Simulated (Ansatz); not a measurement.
**Cl3H5InNSi: how energies converge with the basis set**

One table from this session's results is given with a row withheld; the runs are named, their logs left out.

Computed with Ansatz 0.2.0, Gaussian basis. Level: one geometry, several basis sets.

The runs, in order: PBE0-D4/def2-SVP; ωB97M-V/def2-SVP; PBE0-D4/def2-QZVPP; ωB97M-V/def2-QZVPP; the functionals' def2-TZVPP values are taken from earlier runs.

## Structure used throughout

An earlier PBE0-D4 in a triple-zeta def2 set relaxation fixed the geometry. In takes the def2 core potential; no spin-orbit term is included.

SMILES `[SiH3][NH2+][In-]([Cl])([Cl])[Cl]`, 11 atoms, charge 0, spin multiplicity 1.

Atoms are counted from 1 here; the program's logs count them from 0.

Bond lengths: Si1–N2 1.795 Å, Si1–H7 1.476 Å, Si1–H8 1.483 Å, Si1–H9 1.476 Å, N2–In3 2.301 Å, N2–H10 1.017 Å, N2–H11 1.017 Å, In3–Cl4 2.326 Å, In3–Cl5 2.329 Å, In3–Cl6 2.326 Å. Angles: N2–Si1–H7 106.2°, N2–Si1–H8 109.0°, N2–Si1–H9 106.2°, H7–Si1–H8 111.1°, H7–Si1–H9 112.9°, H8–Si1–H9 111.1°, Si1–N2–In3 117.2°, Si1–N2–H10 112.4°, Si1–N2–H11 112.3°, In3–N2–H10 103.9°, In3–N2–H11 103.8°, H10–N2–H11 106.3°, N2–In3–Cl4 99.6°, N2–In3–Cl5 96.4°, N2–In3–Cl6 99.5°, Cl4–In3–Cl5 117.8°, Cl4–In3–Cl6 118.0°, Cl5–In3–Cl6 117.8°.

The first run:

in.yaml

```yaml
crystal:
  periodic: [false, false, false]
  atoms:
    - {symbol: Si, position_ang: [-0.215815, -1.476081, 0.811146]}
    - {symbol: N, position_ang: [0.731391, -0.281775, -0.137185]}
    - {symbol: In, position_ang: [-0.322458, 1.682558, -0.706623]}
    - {symbol: Cl, position_ang: [-2.097006, 0.827017, -1.943350]}
    - {symbol: Cl, position_ang: [1.466598, 2.610250, -1.874061]}
    - {symbol: Cl, position_ang: [-0.771796, 2.506069, 1.421927]}
    - {symbol: H, position_ang: [-1.379472, -1.834797, -0.022968]}
    - {symbol: H, position_ang: [0.634764, -2.661076, 1.080561]}
    - {symbol: H, position_ang: [-0.594922, -0.796844, 2.065617]}
    - {symbol: H, position_ang: [1.046277, -0.657561, -1.028577]}
    - {symbol: H, position_ang: [1.567741, 0.025040, 0.354114]}
basis:
  gaussian: {orbitals: def2-SVP}
hamiltonian: {xc: pbe0, dispersion: d4}
output: {orbitals: {seedname: orbitals}}
```

On the command line:

```bash
ansatz run in.yaml --threads 4 --pin off --events-out ev --progress --plain --max-ram 11315MiB
```

Steps of the session up to this table: PBE0-D4 in def2-SVP; ωB97M-V in def2-SVP; PBE0-D4 in def2-QZVPP; ωB97M-V in def2-QZVPP.

One of the session's tables, all rows but one given; the rest of the session is left out.

It belongs to the step «Density functionals: the series». 

```
functional       basis  HOMO (eV)  LUMO (eV)
   PBE0-D4    def2-SVP      -8.46      -1.47
   PBE0-D4  def2-TZVPP          ?          ?
   PBE0-D4  def2-QZVPP      -8.74      -1.80
   ωB97M-V    def2-SVP     -10.67       0.56
   ωB97M-V  def2-TZVPP     -11.00       0.14
   ωB97M-V  def2-QZVPP     -11.05      -0.06
```

**Question.** Estimate the row for PBE0-D4, def2-TZVPP.

**Answer.** HOMO (eV): -8.71; LUMO (eV): -1.72. In the column «HOMO (eV)» it lies between PBE0-D4, def2-QZVPP (-8.74) and PBE0-D4, def2-SVP (-8.46).
